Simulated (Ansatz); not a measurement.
# Ta: the cost of one run

Method: DFT PBEsol, scalar-relativistic, in Ansatz 0.2.0.

## (1) Starting point

The structure is cubic, space group Im-3m (No. 229). The conventional cell has a = 3.303 Å, b = 3.303 Å, c = 3.303 Å, α = 90.00°, β = 90.00°, γ = 90.00°. Ta (site symmetry m-3m) is surrounded by 8 Ta at 2.86 Å.

As a file:

```cif
data_structure
_symmetry_space_group_name_H-M 'P 1'
_symmetry_Int_Tables_number 1
_cell_length_a 2.8601
_cell_length_b 2.8601
_cell_length_c 2.8601
_cell_angle_alpha 109.471
_cell_angle_beta 109.471
_cell_angle_gamma 109.471
_cell_volume 18.01
loop_
_atom_site_label
_atom_site_type_symbol
_atom_site_fract_x
_atom_site_fract_y
_atom_site_fract_z
_atom_site_occupancy
Ta1 Ta 0.00000 0.00000 0.00000 1
```

## (2) The deformed structure

Space group Im-3m before, I4/mmm after.

## (3) All-electron LAPW

File input.yaml:

```yaml
crystal:
  lattice:
    - [-1.6182544, 1.6182544, 1.65128]
    - [1.6182544, -1.6182544, 1.65128]
    - [1.6182544, 1.6182544, -1.65128]
  atoms:
    - { symbol: Ta, position: [0.0, 0.0, 0.0] }
kpoints:
  mp_grid: { grid: [15, 15, 15] }
  band_path:
    path:
      - [0.0, 0.0, 0.0]
      - [0.0, 0.0, 0.5]
      - [0.25, 0.25, 0.25]
      - [0.0, 0.5, 0.0]
      - [0.0, 0.0, 0.0]
      - [0.5, 0.5, -0.5]
      - [0.4901, 0.5099, -0.4901]
      - [-0.4901, 0.4901, 0.4901]
      - [0.0, 0.0, 0.0]
    npoints: 5
scf:
  occupations: { method: fermi_dirac, width: 0.05 }
hamiltonian:
  xc: pbesol
  pseudopotentials: { kind: all_electron, lapw: { basis_error: 0.00025 } }
output:
  forces: true
  stress: true
  eigenvalues: true
```

The run is started by

```sh
$ ansatz run input.yaml --threads 1 --pin off --max-ram 3072MiB --backend cpu --events-out ev --progress --plain --runs-dir out
```

What time and memory should one allow on 1 thread of Arm Neoverse V1, shared host?

About 47 s, with a peak of 0.64 GiB.
